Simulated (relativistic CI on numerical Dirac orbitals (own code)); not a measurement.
# Sc⁺: 3d valence photoemission multiplets

Wanted: the shape of the 3d valence photoemission spectrum of Sc⁺ in 4 surroundings, from the same atomic integrals.

Method: Dirac-Coulomb-Breit CI, KLI orbitals optimised for each configuration, model QED (radiative potential, 1s self-energy scaled to tabulated hydrogen-like ionisation energies), valence Slater integrals scaled by 0.9, multiplet model of photoemission in the sudden approximation. Code: relativistic CI on numerical Dirac orbitals (own code) version 1.

**1. Starting point**

| Item | Value |
| --- | --- |
| ion | Sc⁺ (Sc II) |
| nuclear charge | 21 |
| electrons | 20 |
| configurations | [Ar] 3d2 → [Ar] 3d |
| temperature | 300 K |
| widths | Lorentz 0.3 eV, Gauss 0.5 eV |
| surrounding 1 | free ion |
| surrounding 2 | Oh, 10Dq = 2400 cm⁻¹ |
| surrounding 3 | Oh, 10Dq = 6550 cm⁻¹ |
| surrounding 4 | Oh, 10Dq = 10750 cm⁻¹ |

**2. Surrounding 1: free ion**

Settings of the run:

```ini
atom Sc  Z=21  charge=1  electrons=20
nucleus A=45  rms_radius_fm=3.5459
hamiltonian dirac-coulomb  breit=on  qed=on  c_scale=1
orbitals kli  potential=per-configuration
slater_scale 0.9
correlation none
mixing on
configurations
  [Ar] 3d2
  [Ar] 3d
end
photoemission 3d valence T=300 lorentz=0.3 gauss=0.5
crystal_field free
```

**3. Surrounding 2: Oh, 10Dq = 2400**

Changes to the settings of step 2:

```diff
@@ -12,2 +12,2 @@
 photoemission 3d valence T=300 lorentz=0.3 gauss=0.5
-crystal_field free
+crystal_field Oh 10Dq=2400
```

**4. Surrounding 3: Oh, 10Dq = 6550**

Changes to the settings of step 3:

```diff
@@ -12,2 +12,2 @@
 photoemission 3d valence T=300 lorentz=0.3 gauss=0.5
-crystal_field Oh 10Dq=2400
+crystal_field Oh 10Dq=6550
```

**5. Surrounding 4: Oh, 10Dq = 10750**

Changes to the settings of step 4:

```diff
@@ -12,2 +12,2 @@
 photoemission 3d valence T=300 lorentz=0.3 gauss=0.5
-crystal_field Oh 10Dq=6550
+crystal_field Oh 10Dq=10750
```

(Steps that only read results are left out.)

Before running it: what results should come out? Wanted: highest peak, first run; ground spin.

**Answer**, as computed:

| surrounding | ground S | centroid (eV) | spread (eV) | up to four highest peaks (% of the highest), eV |
| --- | --- | --- | --- | --- |
| 1: free | 1.00 | 11.18 | 0.01 | 11.2 (100) |
| 2: Oh | 1.00 | 11.27 | 0.07 | 11.3 (100) |
| 3: Oh | 1.00 | 11.44 | 0.15 | 11.4 (100) |
| 4: Oh | 1.00 | 11.62 | 0.19 | 11.6 (100) |

| quantity | value |
| --- | --- |
| highest peak, first run | 11.2 eV |
| ground spin (effective S from ⟨S²⟩) | 1.00 |

What this shows: The position of the maximum differs by up to 0.4 eV between the surroundings, by shifts of peaks or by peaks exchanging rank. Energies are those of the free ion without screening by ligands; binding energies in solids differ by tens of eV.
